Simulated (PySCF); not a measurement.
# C2H4BBrO2: the cost of one run

The runs use PySCF 2.14.0, with density-fitted response routines of our own; the level of theory stands in each step. All values are computed, except where a source is named. Atoms count from 0, in the outputs and in this text.

## Step 1: The molecule as given

10 atoms, charge 0, multiplicity 1; geometry from: GFN2-xTB. The atoms were then displaced at random by about 0.01 Å, so the start is not that level's minimum.

Bonds of the start (Å): Br0–B1 1.89, B1–O2 1.37, O2–C3 1.38, C3–C4 1.52, C4–O5 1.41, O5–B1 1.37, C3–H6 1.11, C3–H7 1.10, C4–H8 1.12, C4–H9 1.08.

## Step 2: Relaxing the molecule at PBE0-D3(BJ)/def2-SVP

What the job is given:

```
{"job": {"xc": "PBE0", "basis": "def2-SVP", "d3": "d3bj", "grid": 1, "shake": 0.01, "kind": "geom"}, "charge": 0, "multiplicity": 1}
Br     2.890160    -1.597520    -0.065010
B      1.238770    -0.685570    -0.033500
O      0.067680    -1.229230    -0.493040
C     -0.919250    -0.279720    -0.311270
C     -0.265170     0.943150     0.321080
O      1.095550     0.583470     0.449070
H     -1.704400    -0.723750     0.341280
H     -1.373920    -0.054200    -1.289530
H     -0.650520     1.183750     1.347370
H     -0.328460     1.838690    -0.287500
```

The run is started by

```
> OMP_NUM_THREADS=1 python probes_run.py task.json out
```

One launch serves the whole session: the jobs run in the order shown.

**Question.** How long does this first job take on 1 thread of Arm Neoverse V2, shared host, and how much memory does it need?

About 32 s, with a peak of 0.51 GiB.
